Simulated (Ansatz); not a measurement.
# GaSiH3F2 (SMILES [F][Ga]([F])[SiH3]): CAM-B3LYP/6-31G(d) (spherical functions)

Aim: the electronic atomisation energy of GaSiH3F2 at CAM-B3LYP/6-31G* (spherical functions), from 5 runs. 

The results are computed with Ansatz 0.2.0.

78 further runs of the same task are left out: 1 that didn't finish, 77 set aside as unsound or not needed. Runs told in other sessions of the task aren't counted.

### Step 1. The molecule

GaSiH3F2: 7 atoms, total charge 0, spin state singlet. SMILES: `[F][Ga]([F])[SiH3]`. The coordinates come from a PBE0-D4/def2-TZVP relaxation.

Bond lengths: F1–Ga2 1.750 Å, Ga2–F3 1.749 Å, Ga2–Si4 2.387 Å, Si4–H5 1.483 Å, Si4–H6 1.483 Å, Si4–H7 1.484 Å. Angles: F1–Ga2–F3 110.4°, F1–Ga2–Si4 124.5°, F3–Ga2–Si4 125.2°, Ga2–Si4–H5 109.3°, Ga2–Si4–H6 108.8°, Ga2–Si4–H7 107.8°, H5–Si4–H6 110.6°, H5–Si4–H7 110.2°, H6–Si4–H7 110.0°.

### Step 2. A single-point energy at CAM-B3LYP/6-31G(d) (spherical functions)

molecule.yaml

```yaml
crystal:
  periodic: [false, false, false]
  atoms:
    - symbol: F
      position_ang: [0.337700, -1.716900, 2.042000]
    - symbol: Ga
      position_ang: [0.749800, -0.872200, 0.566000]
    - symbol: F
      position_ang: [2.304600, -1.409500, -0.029300]
    - symbol: Si
      position_ang: [-0.636100, 0.761900, -0.486900]
    - symbol: H
      position_ang: [0.191200, 1.594100, -1.392900]
    - symbol: H
      position_ang: [-1.267600, 1.599600, 0.561500]
    - symbol: H
      position_ang: [-1.679500, 0.043100, -1.260400]
basis:
  gaussian:
    orbitals: 6-31G_st_-spherical.json
hamiltonian:
  xc: {name: CAM-B3LYP}
accuracy: high
output: {orbitals: {seedname: orbitals}}
```

The basis set 6-31G* is read from a file made from the Basis Set Exchange's data (not shown).

The run is started by

```bash
ansatz run molecule.yaml --threads 1 --pin off --max-ram 3480MiB --events-out events.jsonl --progress --plain --runs-dir runs
```

The program printed:

```text
Warning: RAYON_NUM_THREADS=1 ignored (pool sized by the plan → 1); use --threads N
Functional definition: CAM-B3LYP
  name "CAM-B3LYP"
  parameter alpha = 0.19
  parameter beta = 0.46
  parameter omega = 0.33/bohr
  parameter ac = 0.81
  exchange = (1 - alpha - beta)*b88_x + beta*b88_x_sr(omega) + alpha*exact_x + beta*exact_x_lr(omega)
  correlation = (1 - ac)*vwn5_c + ac*lyp_c
1770 factors; integrals over basis functions are off by at most 5.7e-9 eV
441 factors; integrals over basis functions are off by at most 1.7e-9 eV
mean field evaluation 1: about -65729.6913 eV, gradient 5.2e1 eV
mean field evaluation 2: about -65723.5244 eV, gradient 8.6e1 eV
mean field evaluation 4: about -65734.1549 eV, gradient 1.1e0 eV
mean field evaluation 8: about -65734.2578 eV, gradient 4.8e-2 eV
mean field evaluation 16: about -65734.2579 eV, gradient 4.7e-6 eV
mean field -65734.25785054 eV, -2415.6894197272 hartree, gradient 2.4e-8 eV, S^2 0.000000; 0 other end points of the search recorded, 0 dependent functions left out
reference -65734.25787161 eV, -2415.6894205014 hartree; 33, 33 occupied and 51, 51 virtual orbitals, 1770 factors
Total energy: -65734.25787161 eV, -2415.6894205014 hartree
```

Wall time 16 s (1 thread of Arm Neoverse N1, shared host); peak memory 0.34 GiB.

### Step 3. The F atom at the same level

run.yaml

```yaml
crystal:
  periodic: [false, false, false]
  atoms:
    - {symbol: F, position_ang: [0.000000, 0.000000, 0.000000]}
basis:
  gaussian:
    orbitals: 6-31G_st_-spherical.json
magnetization:
  spin_polarized: true
  initial_magnetization: 1
hamiltonian:
  xc: {name: CAM-B3LYP}
accuracy: high
```

The basis set 6-31G* is read from a file made from the Basis Set Exchange's data (not shown).

Run the same way, it converges to -99.69061 Eh (log not shown).

### Step 4. The Ga atom

run.yaml

```yaml
crystal:
  periodic: [false, false, false]
  atoms:
    - {symbol: Ga, position_ang: [0.000000, 0.000000, 0.000000]}
basis:
  gaussian: {orbitals: 6-31G_st_-spherical.json}
magnetization: {spin_polarized: true, initial_magnetization: 1}
hamiltonian: {xc: {name: CAM-B3LYP}}
accuracy: high
```

The basis set 6-31G* is read from a file made from the Basis Set Exchange's data (not shown).

The run is started by

```bash
ansatz run run.yaml --threads 1 --pin off --max-ram 3480MiB --events-out events.jsonl --progress --plain --runs-dir runs
```

The program printed (excerpt; [...] marks lines left out):

```text
Warning: RAYON_NUM_THREADS=1 ignored (pool sized by the plan → 1); use --threads N
[... 8 set-up lines as earlier in the session ...]
306 factors; integrals over basis functions are off by at most 3.0e-9 eV
110 factors; integrals over basis functions are off by at most 4.3e-10 eV
mean field evaluation 1: about -52372.3236 eV, gradient 7.1e0 eV
mean field evaluation 2: about -52372.3472 eV, gradient 7.4e0 eV
mean field evaluation 4: about -52372.4340 eV, gradient 4.5e-1 eV
mean field evaluation 8: about -52372.4351 eV, gradient 4.1e-3 eV
mean field evaluation 16: about -52372.4351 eV, gradient 4.1e-8 eV
mean field -52372.43512204 eV, -1924.6514914235 hartree, gradient 4.6e-8 eV, S^2 0.752315; 0 other end points of the search recorded, 0 dependent functions left out
reference -52372.43513283 eV, -1924.6514918200 hartree; 16, 15 occupied and 16, 17 virtual orbitals, 306 factors
Total energy: -52372.43513283 eV, -1924.6514918200 hartree
```

It took 3.3 s on 1 thread of Arm Neoverse N1, shared host; peak memory 0.1 GiB.

### Step 5. The H atom

in.yaml

```yaml
crystal:
  periodic: [false, false, false]
  atoms:
    - symbol: H
      position_ang: [0.000000, 0.000000, 0.000000]
basis:
  gaussian:
    orbitals: "6-31G*"
magnetization:
  spin_polarized: true
  initial_magnetization: 1
hamiltonian:
  xc: {name: CAM-B3LYP}
accuracy: high
```

The run is started by

```bash
ansatz run in.yaml --threads 1 --pin off --max-ram 3480MiB --events-out events.jsonl --progress --plain --runs-dir runs
```

The program printed (excerpt; [...] marks lines left out):

```text
Warning: RAYON_NUM_THREADS=1 ignored (pool sized by the plan → 1); use --threads N
[... 8 set-up lines as earlier in the session ...]
3 factors; integrals over basis functions are off by at most 5.4e-10 eV
3 factors; integrals over basis functions are off by at most 7.4e-10 eV
mean field evaluation 1: about -13.5153 eV, gradient 6.7e-1 eV
mean field evaluation 2: about -13.5194 eV, gradient 9.5e-2 eV
mean field evaluation 4: about -13.5193 eV, gradient 1.1e-4 eV
mean field evaluation 8: about -13.5193 eV, gradient 2.3e-10 eV
mean field -13.51934691 eV, -0.4968268353 hartree, gradient 1.6e-9 eV, S^2 0.750000; 0 other end points of the search recorded, 0 dependent functions left out
reference -13.51935546 eV, -0.4968271494 hartree; 1, 0 occupied and 1, 2 virtual orbitals, 3 factors
Total energy: -13.51935546 eV, -0.4968271494 hartree
```

It took 0.26 s on 1 thread of Arm Neoverse N1, shared host.

### Step 6. The Si atom

job.yaml

```yaml
crystal:
  periodic: [false, false, false]
  atoms:
    - {symbol: Si, position_ang: [0.000000, 0.000000, 0.000000]}
basis:
  gaussian:
    orbitals: 6-31G_st_-spherical.json
magnetization:
  spin_polarized: true
  initial_magnetization: 2
hamiltonian:
  xc: {name: CAM-B3LYP}
accuracy: high
```

The basis set 6-31G* is read from a file made from the Basis Set Exchange's data (not shown).

The run is started by

```bash
ansatz run job.yaml --threads 1 --pin off --max-ram 3480MiB --events-out events.jsonl --progress --plain --runs-dir runs
```

The program printed (excerpt; [...] marks lines left out):

```text
Warning: RAYON_NUM_THREADS=1 ignored (pool sized by the plan → 1); use --threads N
[... 8 set-up lines as earlier in the session ...]
141 factors; integrals over basis functions are off by at most 2.6e-9 eV
76 factors; integrals over basis functions are off by at most 4.6e-10 eV
mean field evaluation 1: about -7873.6878 eV, gradient 2.0e0 eV
mean field evaluation 2: about -7873.7299 eV, gradient 4.8e-1 eV
mean field evaluation 4: about -7873.7316 eV, gradient 4.7e-1 eV
mean field evaluation 8: about -7873.7344 eV, gradient 7.3e-4 eV
mean field evaluation 16: about -7873.7344 eV, gradient 9.2e-9 eV
mean field -7873.73438708 eV, -289.3544017164 hartree, gradient 9.2e-9 eV, S^2 2.002080; 0 other end points of the search recorded, 0 dependent functions left out
reference -7873.73439721 eV, -289.3544020887 hartree; 8, 6 occupied and 10, 12 virtual orbitals, 141 factors
Total energy: -7873.73439721 eV, -289.3544020887 hartree
```

It took 1.1 s on 1 thread of Arm Neoverse N1, shared host.

### Step 7. Summary of results

Level: CAM-B3LYP/6-31G* (spherical functions).

| quantity | value |
| --- | --- |
| molecule: total energy | -2415.68942 Eh |
| molecule: HOMO energy | -10.22 eV |
| molecule: LUMO energy | -0.55 eV |
| molecule: HOMO–LUMO gap | 9.67 eV |
| F atom: total energy | -99.69061 Eh |
| F atom: ⟨S²⟩ | 0.751 |
| Ga atom: total energy | -1924.65149 Eh |
| Ga atom: ⟨S²⟩ | 0.752 |
| H atom: total energy | -0.49683 Eh |
| H atom: ⟨S²⟩ | 0.750 |
| Si atom: total energy | -289.35440 Eh |
| Si atom: ⟨S²⟩ | 2.002 |
| electronic atomisation energy | 22.091 eV |

Taking the molecule apart into free atoms costs 22.09 eV (509 kcal/mol), before zero-point energy and without spin-orbit coupling.
